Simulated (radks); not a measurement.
# Nuclear size and the levels of As³⁺

An exercise on one series of results from a longer session: the logs are not shown, and one member is left open.

The numbers are computed with radks (a radial shooting solver on a logarithmic mesh, Libxc functionals) version 1 (Dirac Kohn-Sham, PBE, spin-unpolarised, spherical densities, finite nucleus), except any that are marked as measured or tabulated.

**The system**

```
element            : arsenic (Z = 33)
charge             : +3
electrons          : 30
configuration      : [Ar] 3d10 4s2
nuclear rms radius : 4.0968 fm
```

The outer shells:

As³⁺
```
[Ar] core
3d [↑↓][↑↓][↑↓][↑↓][↑↓]
4s [↑↓]
```

Set-up of the first run:

Settings of this run:

```text
Z 33
configuration [Ar] 3d10 4s2 4p0 5s0
relativity Dirac
functional pbe,pbe
spin unpolarised
j_filling energy
nucleus finite rms 4.0968 fm
c 137.035999084
```

Steps of the session up to this table: rms radius 4.0968 fm.

One table of the session follows, with a row left open; its other results are not shown here.

It belongs to the step «rms radius 4.0968 fm». Radial moments (bohr):

```
level     <r>  outermost maximum (interpolated)  90 % within  nodes
3s1/2  0.5979                             0.522        0.893      2
3p1/2  0.6095                             0.515        0.935      1
3p3/2  0.6200                             0.524        0.951      1
3d3/2  0.6695                             0.475         1.12      0
3d5/2       ?                                 ?            ?      ?
4s1/2   1.743                              1.53         2.55      3
4p1/2   1.999                              1.73         2.96      2
4p3/2   2.025                              1.76         2.99      2
```

**Question.** Estimate the row for 3d5/2.

**Answer.** <r>: 0.6740; outermost maximum (interpolated): 0.478; 90 % within: 1.13; nodes: 0. In the column «<r>» it lies between 3d3/2 (0.6695) and 4s1/2 (1.743).
